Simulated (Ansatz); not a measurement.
# CH3FOSSi: the cost of one run

The runs use Ansatz 0.2.0; RKS PBE0-D4/def2-SVP.

## (1) Where the work starts

SMILES `OC1S[SiH]1F`, 8 atoms, charge 0, spin multiplicity 1.

Atoms are counted from 1 here; the program's logs count them from 0.

Bond lengths: O1–C2 1.369 Å, O1–H6 0.978 Å, C2–S3 2.016 Å, C2–Si4 1.855 Å, C2–H7 1.109 Å, S3–Si4 2.085 Å, Si4–F5 1.636 Å, Si4–H8 1.491 Å. Angles: C2–O1–H6 109.0°, O1–C2–S3 117.1°, O1–C2–Si4 120.1°, O1–C2–H7 116.2°, S3–C2–Si4 65.0°, S3–C2–H7 105.7°, Si4–C2–H7 120.0°, C2–S3–Si4 53.8°, C2–Si4–S3 61.2°, C2–Si4–F5 119.4°, C2–Si4–H8 121.8°, S3–Si4–F5 119.4°, S3–Si4–H8 122.7°, F5–Si4–H8 106.9°.

Coordinates:

```
O     1.3791   -0.2886   -1.0011
C     0.3697    0.4027   -0.3870
S     0.4695    0.5870    1.6178
Si   -0.9456   -0.5102    0.5499
F    -2.4922    0.0205    0.4846
H     2.1428    0.3084   -1.1272
H     0.1682    1.4226   -0.7731
H    -0.9993   -1.9995    0.5802
```

This geometry comes from a loose relaxation at PBE in a small basis, which is not shown.

## (3) The grid

First coordinate, bond length O1–C2: 11 values from 1.145 to 1.772 Å. Second coordinate, dihedral H6–O1–C2–Si4: 12 values from −180 to 150 °, periodic.

Nothing else is relaxed (all other coordinates rigid). Energies count from the relaxed molecule at the same level. Points are written as (first, second).

(The set-up runs are not shown.)

## (4) Point (1.396 Å, −150°)

Input file input.yaml:

```yaml
crystal:
  periodic: [false, false, false]
  atoms:
    - { symbol: O, position_ang: [1.363116, -0.275035, -0.999931] }
    - { symbol: C, position_ang: [0.33945, 0.427157, -0.3613] }
    - { symbol: S, position_ang: [0.529329, 0.714384, 1.563303] }
    - { symbol: Si, position_ang: [-0.894976, -0.485086, 0.656787] }
    - { symbol: F, position_ang: [-2.441975, -0.007728, 0.64884] }
    - { symbol: H, position_ang: [2.141142, 0.291292, -1.075533] }
    - { symbol: H, position_ang: [0.068241, 1.394528, -0.811087] }
    - { symbol: H, position_ang: [-0.887378, -1.955986, 0.777467] }
basis:
  gaussian: { orbitals: def2-SVP }
hamiltonian:
  xc: pbe0
  dispersion: d4
output:
  forces: true
```

On the command line:

```sh
ansatz run input.yaml --threads 1 --pin off --max-ram 2560MiB --backend cpu --events-out ev --progress --plain --runs-dir out
```

Q: Estimate wall time and peak memory on 1 thread of Arm Neoverse V1, shared host.

About 4 s, with a peak of 0.17 GiB.
